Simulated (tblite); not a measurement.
# C6H13AlFN: the cost of one run

Programs: tblite 0.8.0 and PySCF 2.14.0, with density-fitted response routines of our own. Each step states its level of theory. These are calculated values for one molecule in the gas phase, unless marked as measured. Atoms count from 0, in the outputs and in this text.

## (1) Starting geometry

22 atoms, charge 0, multiplicity 1; geometry from: force field or distance geometry start.

Bonds of the start (Å): C0–N1 1.47, N1–C2 1.45, N1–C3 1.45, C3–F4 1.36, C3–C5 1.34, C5–C6 1.51, C6–C7 1.54, C7–Al8 2.00, C0–H9 1.10, C0–H10 1.10, C0–H11 1.12, C2–H12 1.11, C2–H13 1.12, C2–H14 1.13, C5–H15 1.09, C6–H16 1.12, C6–H17 1.11, C7–H18 1.11, C7–H19 1.11, Al8–H20 1.59, Al8–H21 1.59.

## (2) Relaxing the molecule with GFN2-xTB

What the job is given:

```
{"job": {"kind": "relax", "xc": "GFN2-xTB", "basis": "xTB"}, "charge": 0, "multiplicity": 1}
C     -2.290600     1.422100     0.640100
N     -2.216900     0.128900    -0.045300
C     -3.426500    -0.612400    -0.367900
C     -0.944300    -0.464400    -0.398500
F     -0.941200    -1.681600    -1.008100
C      0.226500     0.119400    -0.128300
C      1.532300    -0.527900    -0.513300
C      2.732100     0.338700    -0.100400
Al     4.461800    -0.534900    -0.614000
H     -1.839500     2.209100     0.012100
H     -1.780300     1.373800     1.618100
H     -3.355800     1.717500     0.833600
H     -3.436700    -1.594800     0.147300
H     -3.485200    -0.764900    -1.472300
H     -4.351000    -0.052100    -0.052600
H      0.261400     1.082200     0.383000
H      1.605900    -1.516000    -0.001400
H      1.545700    -0.693400    -1.610500
H      2.729300     0.491800     1.001600
H      2.677200     1.322600    -0.605700
H      5.836300     0.202900    -0.283600
H      4.449100    -1.947100    -1.347700
```

Launch:

```
OMP_NUM_THREADS=1 python probes_run.py task.json out
```

One launch serves the whole session: the jobs run in the order shown.

Q: Estimate the wall time and peak memory of this first job on 1 thread of Arm Neoverse N1, shared host.

About 3.2 s, with a peak of 0.19 GiB.
